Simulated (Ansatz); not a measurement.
# C2H8B2: the cost of one run

Computed with Ansatz 0.2.0, Gaussian basis. Level: the settings change from run to run.

**1. The relaxed structure**

The geometry comes from an earlier relaxation with PBE0-D4 in a triple-zeta def2 set; it is a stationary point, not always the lowest conformer.

SMILES `BCCB`, 12 atoms, charge 0, spin multiplicity 1.

Atoms are counted from 1 here; the program's logs count them from 0.

Bond lengths: B1–C2 1.537 Å, B1–H5 1.196 Å, B1–H6 1.194 Å, C2–C3 1.584 Å, C2–H7 1.109 Å, C2–H8 1.083 Å, C3–B4 1.537 Å, C3–H9 1.083 Å, C3–H10 1.109 Å, B4–H11 1.196 Å, B4–H12 1.194 Å. Angles: C2–B1–H5 119.1°, C2–B1–H6 119.5°, H5–B1–H6 121.3°, B1–C2–C3 79.0°, B1–C2–H7 115.6°, B1–C2–H8 122.5°, C3–C2–H7 113.1°, C3–C2–H8 110.3°, H7–C2–H8 111.7°, C2–C3–B4 79.0°, C2–C3–H9 110.3°, C2–C3–H10 113.1°, B4–C3–H9 122.5°, B4–C3–H10 115.6°, H9–C3–H10 111.7°, C3–B4–H11 119.1°, C3–B4–H12 119.5°, H11–B4–H12 121.3°.

**2. wB97X-V/cc-pVTZ-DK**

Options: the search for lower states set to off.

Input file in.yaml:

```yaml
crystal:
  periodic: [false, false, false]
  atoms:
    - {symbol: B, position_ang: [-0.397160, 1.374886, -0.446778]}
    - {symbol: C, position_ang: [-0.839748, -0.047489, -0.068666]}
    - {symbol: C, position_ang: [0.579771, 0.023422, 0.630078]}
    - {symbol: B, position_ang: [0.638043, -1.371653, -0.012084]}
    - {symbol: H, position_ang: [0.183784, 1.549015, -1.477193]}
    - {symbol: H, position_ang: [-0.687589, 2.289286, 0.263821]}
    - {symbol: H, position_ang: [-0.877118, -0.776085, -0.903275]}
    - {symbol: H, position_ang: [-1.611067, -0.241219, 0.665922]}
    - {symbol: H, position_ang: [0.466765, 0.168930, 1.696915]}
    - {symbol: H, position_ang: [1.247178, 0.786334, 0.181355]}
    - {symbol: H, position_ang: [1.101021, -1.488869, -1.108204]}
    - {symbol: H, position_ang: [0.273219, -2.321760, 0.612108]}
basis:
  gaussian: {orbitals: cc-pVTZ-DK}
hamiltonian: {xc: {name: wB97X-V}}
scf: {lower_state_search: off}
output: {forces: true}
```

Command:

```
$ ansatz run in.yaml --threads 2 --pin off --events-out ev --progress --plain --max-ram 4352MiB
```

**Question.** How long does this run take on 2 threads of Arm Neoverse V1, shared host, and how much memory does it need?

About 12 s, with a peak of 0.66 GiB.
